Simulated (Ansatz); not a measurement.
# CH₆OSiSn: up Jacob's ladder to CCSD(T)

How much do the methods differ for CH₆OSiSn? The plan is to run it at one geometry with functionals of several rungs and with coupled cluster, and see how far each lands from CCSD(T) at the basis-set limit for the atomisation energy.

Computed with Ansatz 0.2.0, Gaussian basis. Level: functionals in def2-TZVPP, the program's frozen cores in correlated methods.

The runs, in order: PBE-D4, r2SCAN-D4, PBE0-D4, B3LYP-D4, ωB97X-V, ωB97M-V, B2PLYP; CCSD(T)/def2-TZVPP; MP2/def2-QZVPP; extrapolation to the limit.

### 1 The geometry

All runs share one geometry, relaxed beforehand with PBE0-D4 in a triple-zeta def2 set. Sn takes the def2 core potential; no spin-orbit term is included.

SMILES `O[SiH]1[CH2][SnH2]1`, 10 atoms, charge 0, spin multiplicity 1.

Atoms are counted from 1 here; the program's logs count them from 0.

Bond lengths: O1–Si2 1.640 Å, O1–H5 0.959 Å, Si2–C3 1.826 Å, Si2–Sn4 2.483 Å, Si2–H6 1.486 Å, C3–Sn4 2.272 Å, C3–H7 1.088 Å, C3–H8 1.087 Å, Sn4–H9 1.704 Å, Sn4–H10 1.702 Å. Angles: Si2–O1–H5 117.8°, O1–Si2–C3 117.0°, O1–Si2–Sn4 123.8°, O1–Si2–H6 113.2°, C3–Si2–Sn4 61.4°, C3–Si2–H6 116.9°, Sn4–Si2–H6 115.2°, Si2–C3–Sn4 73.7°, Si2–C3–H7 117.2°, Si2–C3–H8 119.6°, Sn4–C3–H7 109.2°, Sn4–C3–H8 119.2°, H7–C3–H8 112.4°, Si2–Sn4–C3 44.9°, Si2–Sn4–H9 123.1°, Si2–Sn4–H10 124.8°, C3–Sn4–H9 111.4°, C3–Sn4–H10 107.3° and more.

### 2 PBE-D4 (GGA)

Contents of in.yaml:

```yaml
crystal:
  periodic: [false, false, false]
  atoms:
    - {symbol: O, position_ang: [-0.953420, -0.495935, -2.041714]}
    - {symbol: Si, position_ang: [-0.820660, -0.468577, -0.407786]}
    - {symbol: C, position_ang: [0.830047, -0.808750, 0.295205]}
    - {symbol: Sn, position_ang: [0.328124, 1.335230, 0.854490]}
    - {symbol: H, position_ang: [-1.681642, -0.015736, -2.439939]}
    - {symbol: H, position_ang: [-1.984736, -1.080450, 0.283216]}
    - {symbol: H, position_ang: [1.672627, -0.810926, -0.393842]}
    - {symbol: H, position_ang: [0.936179, -1.551574, 1.081274]}
    - {symbol: H, position_ang: [0.191554, 1.522815, 2.542241]}
    - {symbol: H, position_ang: [1.564927, 2.322704, 0.229655]}
basis:
  gaussian: {orbitals: def2-TZVPP}
hamiltonian: {xc: pbe, dispersion: d4}
output: {forces: true, orbitals: {seedname: orbitals}}
```

Run with:

```bash
ansatz run in.yaml --threads 4 --pin off --events-out ev --progress --plain --max-ram 10444MiB
```

The runs that follow: r2SCAN-D4 (meta-GGA); PBE0-D4 (hybrid); B3LYP-D4 (hybrid); ωB97X-V (range-separated); ωB97M-V (range-separated); B2PLYP (double hybrid); CCSD(T) in def2-TZVPP; MP2 in def2-QZVPP.

Q: Predict the results of all the runs planned. Wanted: atomisation energy, CCSD(T)/CBS; farthest; mean size of error, hybrid; mean size of error, range-separated; gap, smallest and largest; T1 diagnostic; triples share of the correlation energy.

**Answer**, as computed:

| quantity | value |
| --- | --- |
| atomisation energy, CCSD(T)/CBS | 3218.6 kJ/mol |
| functionals within 32.2 kJ/mol (1.0 %) | PBE-D4, r2SCAN-D4, ωB97X-V, ωB97M-V |
| farthest | B2PLYP (-76.7 kJ/mol) |
| mean size of error, hybrid | 45.2 kJ/mol |
| mean size of error, range-separated | 16.0 kJ/mol |
| gap, smallest and largest | 3.62 eV (PBE-D4), 9.28 eV (ωB97X-V) |
| T1 diagnostic | 0.0136 |
| triples share of the correlation energy | 3.6 % |

**Reading.** PBE-D4 is off by +2.8 kJ/mol. Double hybrids carry the basis error of their MP2 part in triple zeta, and no dispersion term here, so their miss is partly the set-up's. The reference freezes the cores and leaves out spin-orbit coupling and excitations past (T), and its outer-core shells are covered unevenly, so misses under about 32.2 kJ/mol can't be ranked. All levels share the lack of spin-orbit coupling, which lowers the free heavy atoms and so the true binding. Hartree-Fock recovers 70 % of the binding; the rest is correlation. Orbital gaps span 3.6 to 9.3 eV; exact exchange widens them. Correlated methods include outer-core shells of Sn, which these sets cover unevenly.
